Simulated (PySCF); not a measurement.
**CsI at other levels of theory**

Aim: see what other levels and later steps give for CsI.

Method: each script names its method and basis; program: PySCF 2.14.0.

4 further runs of the same task are left out: 1 for a known fault of the program, 3 that didn't finish.

## (1) Starting geometry

CsI: 2 atoms, charge 0, spin multiplicity 1.

Bond lengths: Cs1–I2 3.759 Å.

## (2) The base run

File input.py:

```python
from pyscf import gto, scf, mp

mol = gto.M(
    atom='Cs 0 0 0; I 0 0 3.759',
    basis='def2-svpd',
    ecp={'Cs': 'def2-svpd', 'I': 'def2-svpd'},
    charge=0,
    spin=0,
    verbose=4,
)
mf = scf.UHF(mol)
mf.kernel()
mp.MP2(mf, frozen=4).kernel()
mf.dip_moment()
print('orbital energies (hartree):', [e[max(0, n-3):n+3].round(4) for e, n in zip(mf.mo_energy, mol.nelec)])
```

Launch:

```sh
$ OMP_NUM_THREADS=1 python input.py
```

## (3) Frozen orbitals 5

Edit 1 changes frozen orbitals: 4 → 5.

input.py, as its differences from that of step 2:

```diff
@@ -12,3 +12,3 @@
 mf.kernel()
-mp.MP2(mf, frozen=4).kernel()
+mp.MP2(mf, frozen=5).kernel()
 mf.dip_moment()
```

## (4) Population analysis

Edit 2 changes step after the SCF: mp2 → analyze.

input.py, as its differences from that of step 2:

```diff
@@ -1,2 +1,2 @@
-from pyscf import gto, scf, mp
+from pyscf import gto, scf
 
@@ -12,3 +12,3 @@
 mf.kernel()
-mp.MP2(mf, frozen=4).kernel()
+mf.mulliken_pop()
 mf.dip_moment()
```

## (5) 0.5*hf+0.5*b88,lyp (UKS)

Edit 3 changes functional: none (Hartree–Fock) → 0.5*hf+0.5*b88,lyp; SCF type: UHF → UKS; step after the SCF: mp2 → analyze.

input.py, as its differences from that of step 2:

```diff
@@ -1,2 +1,2 @@
-from pyscf import gto, scf, mp
+from pyscf import gto, dft
 
@@ -10,5 +10,5 @@
 )
-mf = scf.UHF(mol)
+mf = dft.UKS(mol, xc='0.5*hf+0.5*b88,lyp')
 mf.kernel()
-mp.MP2(mf, frozen=4).kernel()
+mf.mulliken_pop()
 mf.dip_moment()
```

## (6) ROHF

Edit 4 changes SCF type: UHF → ROHF.

File input.py:

```python
from pyscf import gto, scf, mp

mol = gto.M(
    atom='Cs 0 0 0; I 0 0 3.759',
    basis='def2-svpd',
    ecp={'Cs': 'def2-svpd', 'I': 'def2-svpd'},
    charge=0,
    spin=0,
    verbose=4,
)
mf = scf.ROHF(mol)
mf.kernel()
mp.MP2(mf, frozen=4).kernel()
mf.dip_moment()
print('orbital energies (hartree):', mf.mo_energy[..., max(0, mol.nelec[1]-3):mol.nelec[0]+3].round(4))
```

## (7) SCF alone

Edit 5 changes step after the SCF: mp2 → none.

input.py, as its differences from that of step 2:

```diff
@@ -1,2 +1,2 @@
-from pyscf import gto, scf, mp
+from pyscf import gto, scf
 
@@ -12,3 +12,2 @@
 mf.kernel()
-mp.MP2(mf, frozen=4).kernel()
 mf.dip_moment()
```

## (8) Wb97x (UKS)

Edit 6 changes functional: none (Hartree–Fock) → wb97x; SCF type: UHF → UKS; step after the SCF: mp2 → analyze.

input.py, as its differences from that of step 2:

```diff
@@ -1,2 +1,2 @@
-from pyscf import gto, scf, mp
+from pyscf import gto, dft
 
@@ -10,5 +10,5 @@
 )
-mf = scf.UHF(mol)
+mf = dft.UKS(mol, xc='wb97x')
 mf.kernel()
-mp.MP2(mf, frozen=4).kernel()
+mf.mulliken_pop()
 mf.dip_moment()
```

Before running it: what results should come out? Wanted: for each run, E(SCF); from base; gap; SCF dipole; after the SCF.

**Answer**, as computed:

| run | E(SCF) (hartree) | from base (eV) | cycles | gap (eV) | SCF dipole (D) | after the SCF |
| --- | --- | --- | --- | --- | --- | --- |
| base | -316.606814 | 0 | 11 | 6.72 | 14.81 | MP2 correlation -4.507 eV, core frozen |
| frozen orbitals 5 | -316.606814 | 0.0000 | 11 | 6.72 | 14.81 | MP2 correlation -4.346 eV, core frozen |
| population analysis | -316.606814 | 0.0000 | 11 | 6.72 | 14.81 | n/a |
| 0.5*hf+0.5*b88,lyp (UKS) | -317.835361 | not comparable | 11 | 4.49 | 14.38 | n/a |
| ROHF | -316.606814 | 0.0000 | 11 | n/a | 14.81 | MP2 correlation -4.507 eV, core frozen |
| SCF alone | -316.606814 | 0.0000 | 11 | 6.72 | 14.81 | n/a |
| wb97x (UKS) | -317.992784 | not comparable | 12 | 6.72 | 14.53 | n/a |

In words: No change of the SCF energy comes from ROHF. Total energies of different functionals can't be compared with each other; differences within one functional can. The dearest run is “wb97x (UKS)”, at 6.9 s against 1.7 s.
